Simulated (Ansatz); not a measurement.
**YB (rocksalt): a single-point run**

Aim: a sound single-point run of YB (rocksalt). The structure is shown as the input types it.

Program: Ansatz 0.2.0. Level of theory: DFT r2SCAN, scalar-relativistic, plane waves, PAW. These are calculated values, not measurements.

## Step 1: The system as given

The structure is cubic, space group Fm-3m (No. 225). The conventional cell has a = 5.366 Å, b = 5.366 Å, c = 5.366 Å, α = 90.00°, β = 90.00°, γ = 90.00°. Y (site symmetry m-3m) has 6 B at 2.68 Å in its first shell of neighbours. B (site symmetry m-3m) has 6 Y at 2.68 Å in its first shell of neighbours.

Structure file:

```cif
data_structure
_symmetry_space_group_name_H-M 'Fm-3m'
_symmetry_Int_Tables_number 225
_cell_length_a 5.3659
_cell_length_b 5.3659
_cell_length_c 5.3659
_cell_angle_alpha 90.000
_cell_angle_beta 90.000
_cell_angle_gamma 90.000
_cell_volume 154.50
loop_
_atom_site_label
_atom_site_type_symbol
_atom_site_symmetry_multiplicity
_atom_site_Wyckoff_symbol
_atom_site_fract_x
_atom_site_fract_y
_atom_site_fract_z
_atom_site_occupancy
Y1 Y 4 b 0.50000 0.00000 0.00000 1
B1 B 4 a 0.00000 0.00000 0.00000 1
```

## Step 2: Input and run

File input.yaml:

```yaml
crystal:
  lattice:
    - [0.0, 2.6829467209, 2.6829467209]
    - [2.6829467209, 0.0, 2.6829467209]
    - [2.6829467209, 2.6829467209, 0.0]
  atoms:
    - { symbol: "Y", position: [0.5, 0.5, 0.5] }
    - { symbol: B, position: [0.0, 0.0, 0.0] }
basis:
  ecutwfc: 500
  ecutrho_ratio: 1
kpoints:
  mp_grid: { grid: [12, 12, 12] }
hamiltonian:
  xc: r2scan
scf:
  occupations: { method: gaussian, width: 0.05 }
  max_iter: 75
output:
  forces: true
  stress: true
```

Command:

```
ansatz run input.yaml --threads 2 --pin off --max-ram 2662MiB --backend cpu --events-out ev --progress --plain --runs-dir out
```

Q: Will this input give a usable result? If not, why, and what should change?

This run ends as converged, with warnings (cutoff below recommended). Its log warns: «basis.ecutrho_ratio = 1 (ecutrho = 500 eV) is below the records' recommended 2000 eV»

The suspect setting: basis.ecutrho_ratio is 1. The density cutoff must be at least four times the energy cutoff of the waves.

To check: set basis.ecutrho_ratio to 4.
